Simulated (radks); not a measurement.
# Ar⁴⁺ in [Ne] 3s2 4s2: an all-electron calculation

An exercise on one series of results from a longer session: the logs are not shown, and one member is left open.

The numbers are computed with radks (a radial shooting solver on a logarithmic mesh, Libxc functionals) version 1 (scalar-relativistic Kohn-Sham, PBE, spin-polarised, spherical densities, point nucleus), except any that are marked as measured or tabulated.

## The system

```
element       : argon (Z = 18)
charge        : +4
electrons     : 14
configuration : [Ne] 3s2 4s2
```

Outer shells as boxes (Hund's rule):

Ar⁴⁺
```
[Ne] core
3s [↑↓]
4s [↑↓]
```

The first run:

Input:

```text
Z 18
configuration [Ne] 3s2 4s2
relativity scalar-relativistic
functional pbe,pbe
spin polarised
nucleus point
c 137.035999084
```

Started as:

```sh
> python run_ks.py task.json out
```

This one command runs every case of the session in turn.

One table of the session follows, with a row left open; its other results are not shown here.

It belongs to the step «Shells». Sizes of the orbitals, from the radial functions (bohr):

```
level      <r>  outermost maximum (interpolated)  90 % within  nodes
   1s  0.08571                            0.0561        0.153      0
   2s        ?                                 ?            ?      ?
   2p   0.3733                             0.280        0.617      0
   3s    1.203                              1.08         1.77      2
   4s    2.640                              2.54         3.73      3
```

Q: Estimate the row for 2s from the others.

The run gave: <r>: 0.4117; outermost maximum (interpolated): 0.338; 90 % within: 0.642; nodes: 1. In the column «<r>» it lies between 2p (0.3733) and 3s (1.203).
